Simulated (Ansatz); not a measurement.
# PWO4F: molecular dynamics

The plan is to see whether any ions leave their sites. Runs: 90 steps of 1 fs under a Nosé-Hoover thermostat at 900 K; 190 steps of 1 fs under a Langevin thermostat at 1170 K. Host space group P-1.

Program: Ansatz 0.2.0. Level of theory: DFT PBEsol, plane waves, PAW, scalar-relativistic, no spin polarisation. These are calculated values, not measurements.

### 1 The structure to begin with

The cell holds 28 atoms (F4O16P4W4): a = 8.081 Å, b = 7.843 Å, c = 7.276 Å, α = 88.81°, β = 88.81°, γ = 59.76°.

Its coordinates follow in the input file.

### 2 Run 1

90 steps of 1 fs under a Nosé-Hoover thermostat at 900 K.

input.yaml reads:

```yaml
accuracy: low
crystal:
  lattice:
    - [-2.987965, 2.965662, 6.897828]
    - [2.860657, -2.399115, 6.897828]
    - [4.914552, 5.364777, 0.0]
  atoms:
    - { symbol: P, position: [0.963929, 0.274106, 0.610934] }
    - { symbol: P, position: [0.536071, 0.225894, 0.889066] }
    - { symbol: W, position: [0.0, 0.0, 0.0] }
    - { symbol: W, position: [0.25, 0.25, 0.25] }
    - { symbol: O, position: [0.709793, 0.174537, 0.011883] }
    - { symbol: O, position: [0.501935, 0.397233, 0.758463] }
    - { symbol: O, position: [0.07037, 0.545137, 0.276075] }
    - { symbol: O, position: [0.3552085, 0.2950255, 0.0091545] }
    - { symbol: O, position: [0.998065, 0.102767, 0.741537] }
    - { symbol: O, position: [0.42963, 0.954863, 0.223925] }
    - { symbol: O, position: [0.1447915, 0.2049745, 0.4908455] }
    - { symbol: O, position: [0.790207, 0.325463, 0.488117] }
    - { symbol: F, position: [0.4587055, 0.2764955, 0.3946035] }
    - { symbol: F, position: [0.0412945, 0.2235045, 0.1053965] }
    - { symbol: P, position: [0.463929, 0.774106, 0.110934] }
    - { symbol: P, position: [0.036071, 0.725894, 0.389066] }
    - { symbol: W, position: [0.5, 0.5, 0.5] }
    - { symbol: W, position: [0.75, 0.75, 0.75] }
    - { symbol: O, position: [0.209793, 0.674537, 0.511883] }
    - { symbol: O, position: [0.001935, 0.897233, 0.258463] }
    - { symbol: O, position: [0.57037, 0.045137, 0.776075] }
    - { symbol: O, position: [0.8552085, 0.7950255, 0.5091545] }
    - { symbol: O, position: [0.498065, 0.602767, 0.241537] }
    - { symbol: O, position: [0.92963, 0.454863, 0.723925] }
    - { symbol: O, position: [0.6447915, 0.7049745, 0.9908455] }
    - { symbol: O, position: [0.290207, 0.825463, 0.988117] }
    - { symbol: F, position: [0.9587055, 0.7764955, 0.8946035] }
    - { symbol: F, position: [0.5412945, 0.7235045, 0.6053965] }
basis:
  ecutwfc: 420.0
kpoints:
  mp_grid: { grid: [1, 1, 1] }
hamiltonian:
  xc: pbesol
scf:
  occupations: { method: fermi_dirac, width: 0.05 }
  lower_state_search: "off"
md:
  timestep: 1
  n_steps: 90
  ensemble: nvt_nose_hoover
  temperature: 900.0
  initial_velocities: maxwell_boltzmann
  seed: 127510
  nose_hoover: { tau: 50.0, chain_length: 3 }
```

Command:

```
ansatz run input.yaml --threads 1 --pin off --max-ram 3072MiB --backend cpu --events-out ev --progress --plain --runs-dir out
```

Standard output, cut to the lines that bear on the results:

```text
Warning: md: disabling space-group detection — thermal motion breaks the input geometry's symmetry, so no spatial operation reduces the k-mesh or symmetrises the density; time reversal is kept, so that k and −k are solved as one point where they differ and the mesh holds both, and exact [...]
Warning: RAYON_NUM_THREADS=1 ignored (pool sized by the plan → 1); use --threads N
[...]
Pseudopotentials: kind: paw
Pseudopotential: P, paw, valence charge 5, recommended cutoff 420 eV (normal), P.paw.azcp
Pseudopotential: W, paw, valence charge 14, recommended cutoff 420 eV (normal), W.paw.azcp
Pseudopotential: O, paw, valence charge 6, recommended cutoff 420 eV (normal), O.paw.azcp
Pseudopotential: F, paw, valence charge 7, recommended cutoff 420 eV (normal), F.paw.azcp
Functional definition: PBEsol
[...]
Crystal: 28 atoms, lattice volume = 398.295 Å³
Basis set: ecut = 420 eV, 7779 PW (Γ), exchange–correlation on 120×108×100 points (8 copies of the dense FFT grid, shifted against one another)
Bands: 128, of which v1, the nominal top of the filled ones, is band 100 counted from 1 (99 counted from 0)
Symmetry: 1 space group operations
k-points: 1
[...]
SCF iter   1: F=—  HF=-56164.880328 eV  |F-HF|=—  |Δ(HF+E_count)|=         —  Δρ=2.39e-2  dr2=1.28e0  ethr=1.77e-3  ⟨swp⟩=6.0  Hψ=595  notcnv=0  defer=11
[...]
md step     0: t =     0.00 fs  T =   900.0 K  F+E_penalty+E_count = -56164.53377060 eV  E_kin = 3.141018 eV  conserved = -56161.39275263 eV  (20 SCF iters)
[...]
md step     4: t =     4.00 fs  T =   828.3 K  F+E_penalty+E_count = -56164.28254913 eV  E_kin = 2.890698 eV  conserved = -56161.39209339 eV  (18 SCF iters)
[...]
md step     8: t =     8.00 fs  T =   658.8 K  F+E_penalty+E_count = -56163.68593698 eV  E_kin = 2.299132 eV  conserved = -56161.39014007 eV  (5 SCF iters)
[...]
md step    12: t =    12.00 fs  T =   518.6 K  F+E_penalty+E_count = -56163.18667346 eV  E_kin = 1.810022 eV  conserved = -56161.38927008 eV  (6 SCF iters)
[...]
md step    16: t =    16.00 fs  T =   478.9 K  F+E_penalty+E_count = -56163.03044687 eV  E_kin = 1.671286 eV  conserved = -56161.38895893 eV  (6 SCF iters)
md step    17: t =    17.00 fs  T =   488.1 K  F+E_penalty+E_count = -56163.05676134 eV  E_kin = 1.703334 eV  conserved = -56161.38912392 eV  (7 SCF iters)
md step    18: t =    18.00 fs  T =   504.1 K  F+E_penalty+E_count = -56163.10649481 eV  E_kin = 1.759474 eV  conserved = -56161.38944440 eV  (4 SCF iters)
```

### 3 The log goes on: dynamics from the start

Output, continued, cut to the lines that bear on the results:

```text
md step    19: t =    19.00 fs  T =   525.7 K  F+E_penalty+E_count = -56163.17454186 eV  E_kin = 1.834710 eV  conserved = -56161.38991474 eV  (6 SCF iters)
[...]
md step    37: t =    37.00 fs  T =   661.9 K  F+E_penalty+E_count = -56163.37542738 eV  E_kin = 2.310030 eV  conserved = -56161.39256007 eV  (5 SCF iters)
[...]
md step    55: t =    55.00 fs  T =   797.3 K  F+E_penalty+E_count = -56163.47220883 eV  E_kin = 2.782434 eV  conserved = -56161.39275492 eV  (4 SCF iters)
[...]
md step    73: t =    73.00 fs  T =   573.2 K  F+E_penalty+E_count = -56162.33467515 eV  E_kin = 2.000464 eV  conserved = -56161.38883077 eV  (5 SCF iters)
[...]
md step    89: t =    89.00 fs  T =   869.8 K  F+E_penalty+E_count = -56163.15099296 eV  E_kin = 3.035530 eV  conserved = -56161.39242144 eV  (5 SCF iters)
[...]
md step    90: t =    90.00 fs  T =   850.1 K  F+E_penalty+E_count = -56163.06504754 eV  E_kin = 2.967003 eV  conserved = -56161.39152505 eV  (14 SCF iters)
SCF converged after 14 iterations
Free energy (F): -56163.065048 eV
[...]
E sigma→0 (E₀):  -56162.957608 eV
Entropy (-TS):   -0.214879 eV (-7.674 meV/atom)
Fermi energy:    6.865027 eV
[...]
--- Forces (eV/Å), atoms counted from 1 ---
  atom   1  P     -0.46485949    -0.17966216     0.15954998
  atom   2  P     -0.99608153    -2.58350618    -1.86400762
  atom   3  W     -0.34559303     1.37338889     1.29356849
  atom   4  W      0.63316160     1.31188602     0.84207388
  atom   5  O     -0.18540973     1.05808838     1.04578220
  atom   6  O      1.61003342    -0.12450596     0.41702545
  atom   7  O     -0.83328857    -0.06356868    -1.04283689
  atom   8  O     -0.43682102    -0.40438767     0.61122599
[...]
--- MD trajectory: 90 steps, t = 0.0 → 90.0 fs ---
  final state: T = 850.1 K   F+E_penalty+E_count = -56163.06504754 eV   E_kin = 2.967003 eV
  conserved energy: peak-to-peak 6.264e-3 eV (2.237e-4 eV/atom) over 90.0 fs
```

Wall time 6.7 min (1 thread of Arm Neoverse V1, shared host); peak memory 0.53 GiB.

### 4 The trajectory

The trajectory, every 7 steps (energies from step 0); msd is the mean square displacement from the start, the centre of mass held:

```
time (fs)  T (K)  potential energy change (meV/atom)  conserved energy change (meV/atom)  msd F (Å²)  msd O (Å²)  msd P (Å²)  msd W (Å²)
      0.0    900                                 0.0                                0.00       0.000       0.000       0.000       0.000
      7.0    703                                24.7                                0.08       0.003       0.007       0.004       0.000
     14.0    484                                52.7                                0.13       0.012       0.021       0.007       0.002
     21.0    576                                42.8                                0.06       0.029       0.032       0.007       0.004
     28.0    627                                39.9                                0.08       0.051       0.041       0.006       0.007
     35.0    660                                40.1                                0.03       0.079       0.052       0.007       0.010
     42.0    526                                62.0                                0.10       0.107       0.063       0.012       0.013
     49.0    514                                68.0                                0.16       0.132       0.071       0.015       0.015
     56.0    816                                36.6                                0.01       0.151       0.077       0.013       0.017
     63.0    773                                48.0                                0.11       0.165       0.088       0.017       0.018
     70.0    667                                65.5                                0.09       0.176       0.101       0.027       0.020
     77.0    500                                89.3                                0.21       0.184       0.116       0.030       0.021
     84.0    757                                60.4                                0.07       0.189       0.122       0.023       0.022
     90.0    850                                52.5                                0.04       0.191       0.125       0.021       0.024
```

time (fs), T (K) and a bar:
```
      0.0        900 ##############################
      4.0        828 #########################
      8.0        659 ##############
     12.0        519 #####
     16.0        479 ##
     20.0        551 #######
     23.0        620 ###########
     27.0        635 ############
     31.0        620 ###########
     35.0        660 ##############
     39.0        628 ############
     43.0        490 ###
     47.0        448 
     51.0        620 ###########
     55.0        797 #######################
     59.0        814 ########################
     63.0        773 ######################
     67.0        732 ###################
     70.0        667 ###############
     74.0        544 ######
     78.0        507 ####
     82.0        650 #############
     86.0        843 ##########################
     90.0        850 ###########################
```

Pair distribution over the second half of the run:

```
r (Å)  g O–O  g P–O  g W–O
 0.68   0.00   0.00   0.00
 0.84   0.00   0.00   0.00
 1.00   0.00   0.00   0.00
 1.16   0.00   0.00   0.00
 1.32   0.00   0.00   0.00
 1.48   0.00  11.57   0.00
 1.64   0.00   9.02   0.00
 1.80   0.00   0.00   1.53
 1.96   0.00   0.00   8.36
 2.12   0.00   0.00   2.63
 2.28   0.28   0.00   0.13
 2.44   3.00   0.00   0.00
 2.60   3.52   0.00   0.00
 2.76   1.45   0.00   0.00
 2.92   1.10   0.00   0.00
 3.08   0.32   0.15   0.00
 3.24   0.14   0.14   0.00
```

First peaks of g(r) (not always the tallest), and, where a minimum follows, the mean number of second-named atoms round a first-named one up to the next minimum:

```
pair  peak (Å)  height  minimum (Å)  neighbours
 O–O      2.52     4.0            -           -
 P–O      1.56    17.6         1.80         4.0
 W–O      1.96     8.4         2.36         4.0
```

### 5 Frames from the trajectory

Extended XYZ, with forces in eV/Å:

```xyz
28
Lattice="-2.988 2.966 6.898 2.861 -2.399 6.898 4.915 5.365 0.000" Properties=species:S:1:pos:R:3:forces:R:3 pbc="T T T" time_fs=22.0 T=600 dE=1.1258
P     0.922    5.472    8.572    0.670    0.861    0.320
P     3.418    5.748    5.238    0.708    0.654    0.998
W     0.042    0.023   -0.041   -0.172   -0.378   -0.143
W     1.143    1.414    3.436   -0.120    1.338   -0.234
O    -1.511    1.650    6.196   -1.131    0.339   -0.680
O     3.457    4.480    6.168   -0.940    0.727   -0.967
O     2.592    0.665    4.354    1.418   -1.424   -0.047
O    -0.065    0.381    4.533   -1.565   -0.169    0.295
O     1.033    6.640    7.494   -0.383   -0.268    1.103
O     2.454    0.052    9.657    0.727   -0.056   -0.202
O     2.531    2.446    2.440    0.678    0.624   -0.909
O     1.112    4.123    7.818   -0.370    0.944    0.018
F     1.300    2.740    5.169    0.196   -0.218    0.110
F     1.054    0.301    1.749   -0.599    0.088    0.084
P     1.384    0.142    8.563   -1.238   -2.158   -0.748
P     3.866    0.588    5.210   -0.217   -1.352    1.180
W     2.444    2.940    6.931   -1.441    2.139    0.036
W     3.571    4.451   10.330   -0.053    1.259   -0.334
O     3.736    1.861    6.143    1.754   -1.896   -1.130
O     3.795   -0.667    6.121   -0.524   -0.425    0.055
O     2.245    5.776    4.214    0.238   -0.100    0.478
O     2.200    3.369   11.329   -0.225    1.250   -0.030
O     1.486    1.531    7.874    0.082   -1.272   -0.329
O     2.030    5.745    9.674    0.158   -1.446   -0.588
O     4.892    5.453    9.212   -0.024    0.083    0.523
O     6.311    4.147    7.650    1.438    1.506    0.339
F     3.687    5.839   12.005    0.387   -0.718   -0.131
F     3.329    3.340    8.622    0.548    0.069    0.933
28
Lattice="-2.988 2.966 6.898 2.861 -2.399 6.898 4.915 5.365 0.000" Properties=species:S:1:pos:R:3:forces:R:3 pbc="T T T" time_fs=45.0 T=442 dE=2.0840
P     1.000    5.532    8.640   -1.677   -0.962   -1.131
P     3.428    5.783    5.305   -2.583   -0.895   -1.563
W     0.085    0.034   -0.089   -2.373   -1.725    1.695
W     1.093    1.368    3.422    2.703    0.684    0.805
O    -1.735    1.672    6.167    1.721   -0.914   -0.426
O     3.288    4.386    5.996    0.397    1.609   -0.069
O     2.626    0.645    4.307    1.057   -0.912    0.423
O    -0.165    0.369    4.575    0.564   -0.054    0.282
O     1.065    6.689    7.602    0.178    0.477    0.925
O     2.471   -0.122    9.692   -2.390    1.303   -0.875
O     2.550    2.441    2.328    0.646    0.416    0.236
O     1.231    4.194    7.860   -0.550    0.482   -0.567
F     1.287    2.593    5.313    0.026   -0.073    0.150
F     0.926    0.479    1.673    0.239   -1.018   -0.133
P     1.320   -0.022    8.577    1.320    5.149    2.070
P     3.861    0.536    5.264   -0.582    0.151   -1.194
W     2.473    2.958    6.967   -1.199   -0.823    0.715
W     3.549    4.480   10.312    1.293   -0.303    2.765
O     3.944    1.784    6.138   -1.114    0.090    1.191
O     3.650   -0.793    6.077    2.437    2.747   -2.242
O     2.239    5.843    4.254   -0.186    0.348    0.006
O     2.144    3.646   11.262   -1.629   -2.441    1.859
O     1.583    1.497    8.035   -0.181   -1.929   -0.135
O     2.113    5.622    9.716   -0.634    1.418   -0.469
O     4.817    5.372    9.228    2.927    0.967   -1.557
O     6.578    4.328    7.583   -1.155   -1.927   -1.647
F     3.713    5.729   12.016    0.236    0.003   -0.068
F     3.333    3.566    8.667    0.507   -1.867   -1.044
28
Lattice="-2.988 2.966 6.898 2.861 -2.399 6.898 4.915 5.365 0.000" Properties=species:S:1:pos:R:3:forces:R:3 pbc="T T T" time_fs=68.0 T=715 dE=1.6361
P     0.952    5.549    8.600    0.863    0.926    0.583
P     3.244    5.758    5.146    3.176    1.853    2.005
W     0.082    0.022   -0.108    0.113    0.665    0.386
W     1.099    1.338    3.427    0.627    0.082    0.656
O    -1.658    1.635    6.114   -0.831   -0.062    0.005
O     3.109    4.480    5.904   -0.451   -2.126    0.871
O     2.669    0.460    4.163   -0.330    0.832    0.564
O    -0.214    0.381    4.643    0.491   -0.016   -1.512
O     1.127    6.909    7.896   -0.478    0.615   -1.647
O     2.325   -0.129    9.820    0.634    0.667   -0.696
O     2.565    2.511    2.337   -1.307   -0.722    0.649
O     1.229    4.331    7.705   -0.375   -0.200    0.133
F     1.293    2.405    5.497    0.181    0.103   -0.536
F     0.847    0.474    1.618    0.903    0.055    0.793
P     1.469    0.107    8.559   -1.810   -3.380   -0.032
P     3.772    0.597    5.250    2.151   -2.535   -0.281
W     2.478    2.959    7.017   -0.878    0.913   -1.507
W     3.545    4.514   10.343   -1.562    1.168   -1.784
O     3.825    1.712    6.381   -0.175   -0.696   -1.619
O     3.937   -0.857    5.832   -1.461   -0.652    1.280
O     2.100    5.971    4.210    0.088   -1.334   -0.896
O     2.131    3.527   11.340    0.607    1.488   -0.479
O     1.748    1.419    7.922   -0.053    1.897   -0.086
O     2.104    5.708    9.648    0.551   -1.179    0.668
O     4.943    5.409    9.122   -0.102    0.217   -0.163
O     6.554    4.385    7.389   -0.226    0.841    1.405
F     3.810    5.595   12.017   -0.213    0.550    0.093
F     3.467    3.437    8.609   -0.133    0.030    1.149
28
Lattice="-2.988 2.966 6.898 2.861 -2.399 6.898 4.915 5.365 0.000" Properties=species:S:1:pos:R:3:forces:R:3 pbc="T T T" time_fs=90.0 T=850 dE=1.4687
P     0.903    5.664    8.613   -0.465   -0.180    0.160
P     3.297    5.796    5.138   -0.996   -2.583   -1.864
W     0.069    0.026   -0.110   -0.346    1.373    1.294
W     1.129    1.316    3.446    0.633    1.312    0.842
O    -1.669    1.571    6.097   -0.185    1.058    1.046
O     2.966    4.419    5.830    1.610   -0.124    0.417
O     2.723    0.413    4.200   -0.833   -0.064   -1.043
O    -0.218    0.336    4.452   -0.437   -0.404    0.611
O     1.039    7.117    7.958   -0.638   -2.045    0.427
O     2.347    0.030    9.781    2.284   -1.396    0.670
O     2.500    2.479    2.413    0.842    0.494   -0.231
O     1.101    4.493    7.621    0.808   -0.638    0.264
F     1.319    2.240    5.543   -0.121    0.502   -1.000
F     0.961    0.448    1.703   -0.080    0.044   -0.685
P     1.470    0.089    8.540   -0.728   -0.705   -0.387
P     3.887    0.405    5.184   -1.031    0.533    1.022
W     2.463    2.979    7.035   -1.274   -0.513   -0.811
W     3.525    4.575   10.344    2.487   -0.455   -1.893
O     3.650    1.457    6.263    0.446    1.292    0.382
O     3.972   -0.993    5.810   -0.300   -1.065    0.571
O     2.144    5.757    4.079    0.166    1.187    0.119
O     2.215    3.589   11.368    0.791   -0.018   -0.335
O     1.751    1.455    7.976    0.349    3.082   -0.878
O     2.098    5.632    9.646   -0.881    0.510   -0.405
O     4.965    5.503    9.014   -3.237   -0.803    1.732
O     6.474    4.456    7.359    1.385   -0.941    0.257
F     3.880    5.574   12.023   -0.020    0.216   -0.253
F     3.596    3.236    8.721   -0.227    0.329   -0.029
```

On run 1: Against a set 900 K the second half averages 680 K with a spread of 133 K (in equilibrium 28 atoms would scatter by about 141 K, over a far longer run); 61 meV/atom has gone into potential energy, and a thermostat that acts over some 50 fs has not made it up in 90 fs. The conserved energy strays from its start by at most 0.22 meV/atom, 0.3 % of the mean kinetic energy, so a step of 1 fs is short enough over this time. The farthest move is 0.74 Å against a mean nearest distance of 1.5 Å: a large displacement, and the run is too short to tell whether atoms leave their places.

[end of part 1 of 2]
